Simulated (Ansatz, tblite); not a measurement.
# Tetraphenylgermane (C₂₄H₂₀Ge): spin-state energies by level

Is the singlet the ground state of tetraphenylgermane (C₂₄H₂₀Ge)? Other spin states are computed and compared level by level.

Computed with Ansatz 0.2.0, Gaussian basis. Level: as each input shows.

Levels to be run: triplet, at the geometry of the singlet (GFN1-xTB, GFN2-xTB, PBE0-D4/def2-TZVP, PBE-D4/def2-TZVP); the singlet's energies come from earlier runs.

## (1) The relaxed structure

The geometry is that of the singlet, from an earlier relaxation (PBE-D4/def2-SVP).

SMILES `c1cc[c]([Ge]([c]2ccccc2)([c]2ccccc2)[c]2ccccc2)cc1`, 45 atoms, charge 0, spin multiplicity 1.

Bond lengths: C1–C2 1.404 Å, C1–C25 1.404 Å, C1–H26 1.101 Å, C2–C3 1.404 Å, C2–H27 1.101 Å, C3–C4 1.412 Å, C3–H28 1.102 Å, C4–Ge5 1.963 Å, C4–C24 1.410 Å, Ge5–C6 1.963 Å, Ge5–C12 1.963 Å, Ge5–C18 1.963 Å, C6–C7 1.412 Å, C6–C11 1.410 Å, C7–C8 1.404 Å, C7–H29 1.102 Å, C8–C9 1.404 Å, C8–H30 1.101 Å and more. Angles: C2–C1–C25 119.8°, C2–C1–H26 120.1°, C25–C1–H26 120.1°, C1–C2–C3 120.0°, C1–C2–H27 120.1°, C3–C2–H27 119.9°, C2–C3–C4 120.7°, C2–C3–H28 119.4°, C4–C3–H28 119.9°, C3–C4–Ge5 120.6°, C3–C4–C24 118.7°, Ge5–C4–C24 120.7°, C4–Ge5–C6 109.7°, C4–Ge5–C12 108.9°, C4–Ge5–C18 109.7°, C6–Ge5–C12 109.8°, C6–Ge5–C18 108.9°, C12–Ge5–C18 109.7° and more.

## (2) Triplet at the fixed geometry, GFN1-xTB

Tight binding, by tblite at 300 K electronic temperature and without a spin-polarisation term:

```python
tblite.interface.Calculator('GFN1-xTB', numbers, positions, charge=0, uhf=2).singlepoint()
```

Energy -1712.8104 eV; 0.24 s.

## (3) Triplet at the fixed geometry, GFN2-xTB

Tight binding, by tblite at 300 K electronic temperature and without a spin-polarisation term:

```python
tblite.interface.Calculator('GFN2-xTB', numbers, positions, charge=0, uhf=2).singlepoint()
```

Energy -1721.5599 eV; 0.15 s.

## (4) Triplet at the fixed geometry, PBE0-D4/def2-TZVP

File in.yaml:

```yaml
crystal:
  periodic: [false, false, false]
  atoms:
    - {symbol: C, position_ang: [-1.585733, -3.615391, 2.712786]}
    - {symbol: C, position_ang: [-2.499238, -2.751123, 2.088417]}
    - {symbol: C, position_ang: [-2.033161, -1.702359, 1.278866]}
    - {symbol: C, position_ang: [-0.649404, -1.502146, 1.084569]}
    - {symbol: Ge, position_ang: [-0.000352, -0.000088, 0.000434]}
    - {symbol: C, position_ang: [0.047193, 1.631841, 1.090038]}
    - {symbol: C, position_ang: [0.881002, 2.712217, 0.729280]}
    - {symbol: C, position_ang: [0.886177, 3.896920, 1.483597]}
    - {symbol: C, position_ang: [0.057801, 4.015122, 2.611022]}
    - {symbol: C, position_ang: [-0.772721, 2.945695, 2.982960]}
    - {symbol: C, position_ang: [-0.775893, 1.762175, 2.227873]}
    - {symbol: C, position_ang: [-1.210259, 0.255070, -1.524057]}
    - {symbol: C, position_ang: [-1.783057, -0.855989, -2.179843]}
    - {symbol: C, position_ang: [-2.615283, -0.678467, -3.297160]}
    - {symbol: C, position_ang: [-2.887108, 0.614626, -3.771809]}
    - {symbol: C, position_ang: [-2.326808, 1.728252, -3.125506]}
    - {symbol: C, position_ang: [-1.495782, 1.548536, -2.008354]}
    - {symbol: C, position_ang: [1.811318, -0.385392, -0.649510]}
    - {symbol: C, position_ang: [2.934282, -0.153666, 0.173814]}
    - {symbol: C, position_ang: [4.228251, -0.466853, -0.273518]}
    - {symbol: C, position_ang: [4.415658, -1.013743, -1.553004]}
    - {symbol: C, position_ang: [3.306953, -1.245440, -2.383013]}
    - {symbol: C, position_ang: [2.014452, -0.931188, -1.934027]}
    - {symbol: C, position_ang: [0.256908, -2.380429, 1.714134]}
    - {symbol: C, position_ang: [-0.206778, -3.429169, 2.524100]}
    - {symbol: H, position_ang: [-1.950001, -4.439156, 3.346160]}
    - {symbol: H, position_ang: [-3.581651, -2.897322, 2.229486]}
    - {symbol: H, position_ang: [-2.759544, -1.037283, 0.783598]}
    - {symbol: H, position_ang: [1.543967, 2.626015, -0.147232]}
    - {symbol: H, position_ang: [1.542711, 4.731567, 1.191666]}
    - {symbol: H, position_ang: [0.062870, 4.942532, 3.204597]}
    - {symbol: H, position_ang: [-1.419994, 3.033093, 3.869658]}
    - {symbol: H, position_ang: [-1.424620, 0.925161, 2.533420]}
    - {symbol: H, position_ang: [-1.585580, -1.875043, -1.808679]}
    - {symbol: H, position_ang: [-3.057217, -1.554033, -3.798124]}
    - {symbol: H, position_ang: [-3.540817, 0.755161, -4.646656]}
    - {symbol: H, position_ang: [-2.542079, 2.744202, -3.492033]}
    - {symbol: H, position_ang: [-1.067830, 2.429535, -1.502855]}
    - {symbol: H, position_ang: [2.799883, 0.286680, 1.175439]}
    - {symbol: H, position_ang: [5.095773, -0.278590, 0.378290]}
    - {symbol: H, position_ang: [5.429866, -1.257623, -1.905634]}
    - {symbol: H, position_ang: [3.450802, -1.669558, -3.389136]}
    - {symbol: H, position_ang: [1.151752, -1.107547, -2.596949]}
    - {symbol: H, position_ang: [1.340920, -2.248532, 1.564592]}
    - {symbol: H, position_ang: [0.512400, -4.108274, 3.008296]}
basis:
  gaussian: {orbitals: def2-TZVP, fitting: {mean_field: def2-universal-jkfit}}
magnetization: {spin_polarized: true, initial_magnetization: 2}
hamiltonian: {xc: pbe0, dispersion: d4}
scf: {omitted_lower_state_checks: [starts]}
output: {orbitals: {seedname: orbitals}}
```

On the command line:

```bash
ansatz run in.yaml --threads 2 --pin off --events-out ev --progress --plain --max-ram 32768MiB --backend cuda --devices 0, --max-vram 18GiB
```

The program printed:

```text
Functional definition: PBE0
  name "PBE0"
  cite "Adamo & Barone, J. Chem. Phys. 110, 6158 (1999) doi:10.1063/1.478522"
  cite "Perdew, Burke & Ernzerhof, Phys. Rev. Lett. 77, 3865 (1996) doi:10.1103/PhysRevLett.77.3865"
  parent pbe
  parameter a = 0.25
  parameter kappa = 0.804
  parameter beta = 0.06672455060314922
  exchange = (1 - a)*pbe_x(kappa = kappa, mu = beta*pi^2/3) + a*exact_x
  correlation = pbe_c(beta = beta)
these checks for a lower state are left out or cut short: starts
2426 factors; integrals over basis functions are off by at most 3.0e-1 eV
mean field evaluation 1: about -81664.0791 eV, gradient 8.4e1 eV
mean field evaluation 2: about -81642.2011 eV, gradient 1.1e2 eV
mean field evaluation 4: about -81692.7913 eV, gradient 2.7e1 eV
mean field evaluation 8: about -81699.3430 eV, gradient 1.7e0 eV
mean field evaluation 16: about -81699.4687 eV, gradient 1.1e-1 eV
mean field evaluation 32: about -81699.4720 eV, gradient 1.7e-4 eV
mean field -81699.47195771 eV, -3002.4002165549 hartree, gradient 8.3e-6 eV, S^2 2.065130; 0 other end points of the search recorded, 0 dependent functions left out
reference -81699.47202587 eV, -3002.4002190596 hartree; 99, 97 occupied and 813, 815 virtual orbitals, 2426 factors
Total energy: -81701.11396129 eV, -3002.4605590734 hartree
Checks for a lower state left out: starts
```

Run time: 26 s. Hardware: 1 × H100 (card shared with other runs) with 2 threads of AMD EPYC 7R13, shared host; peak host memory 1.6 GiB.

HOMO -3.11 eV, LUMO -4.56 eV (over both spins; with the spin held, an empty level of the minority spin lies below the top filled one); ⟨S²⟩ 2.065 (pure: 2.00).

## (5) Triplet at the fixed geometry, PBE-D4/def2-TZVP

start.molden holds the orbitals of an earlier run on this state, given as this run's starting guess.

in.yaml: that of step 4 with these lines changed.

```diff
@@ -49,5 +49,5 @@
 basis:
-  gaussian: {orbitals: def2-TZVP, fitting: {mean_field: def2-universal-jkfit}}
+  gaussian: {orbitals: def2-TZVP, fitting: {mean_field: def2-universal-jkfit}, initial_orbitals: start.molden}
 magnetization: {spin_polarized: true, initial_magnetization: 2}
-hamiltonian: {xc: pbe0, dispersion: d4}
+hamiltonian: {xc: pbe, dispersion: d4}
 scf: {omitted_lower_state_checks: [starts]}
```

The command is unchanged.

The program printed:

```text
Functional definition: PBE
  name "PBE"
  cite "Perdew, Burke & Ernzerhof, Phys. Rev. Lett. 77, 3865 (1996) doi:10.1103/PhysRevLett.77.3865"
  parent pbe
  parameter kappa = 0.804
  parameter beta = 0.06672455060314922
  exchange = pbe_x(kappa = kappa, mu = beta*pi^2/3)
  correlation = pbe_c(beta = beta)
these checks for a lower state are left out or cut short: starts
2426 factors; integrals over basis functions are off by at most 3.0e-1 eV
mean field evaluation 1: about -81695.0567 eV, gradient 1.4e1 eV
mean field evaluation 2: about -81695.5476 eV, gradient 5.4e-1 eV
mean field evaluation 4: about -81695.5460 eV, gradient 1.9e-1 eV
mean field evaluation 8: about -81695.5475 eV, gradient 2.0e-3 eV
mean field evaluation 16: about -81695.5475 eV, gradient 5.3e-6 eV
mean field -81695.54745603 eV, -3002.2559937782 hartree, gradient 5.3e-6 eV, S^2 2.021609; 0 other end points of the search recorded, 0 dependent functions left out
reference -81695.54755041 eV, -3002.2559972467 hartree; 99, 97 occupied and 813, 815 virtual orbitals, 2426 factors
Total energy: -81697.42842800 eV, -3002.3251182231 hartree
Checks for a lower state left out: starts
```

It took 23 s on 1 × H100 (card shared with other runs) with 2 threads of AMD EPYC 7R13, shared host; peak host memory 1.6 GiB.

Report: HOMO -2.13 eV, LUMO -5.63 eV (over both spins; with the spin held, an empty level of the minority spin lies below the top filled one); ⟨S²⟩ 2.022 (pure: 2.00).

## (6) Triplet less singlet, vertical

The singlet's energies are those of its earlier runs, whose logs aren't repeated here.

```tsv
level	triplet less singlet, vertical (kcal/mol)	time
GFN1-xTB	+93.8	0.4 s
GFN2-xTB	+92.4	0.23 s
PBE-D4/def2-TZVP	+95.3	31 s
PBE0-D4/def2-TZVP	+94.5	45 s
```

Times add the two runs; a level without a time comes out of a correlated run. Tight binding without a spin term can't rank spin states.

## (7) Summary of results

| quantity | value |
| --- | --- |
| triplet less singlet, vertical, functionals in def2-TZVP | +94.5 (PBE0-D4) to +95.3 kcal/mol (PBE-D4) |

In words: All functionals put the triplet above the singlet, over a spread of 0.8 kcal/mol. The checks for a lower triplet were left out, so another state of that spin may lie lower. These are electronic energies, without zero-point motion, entropy or surroundings.
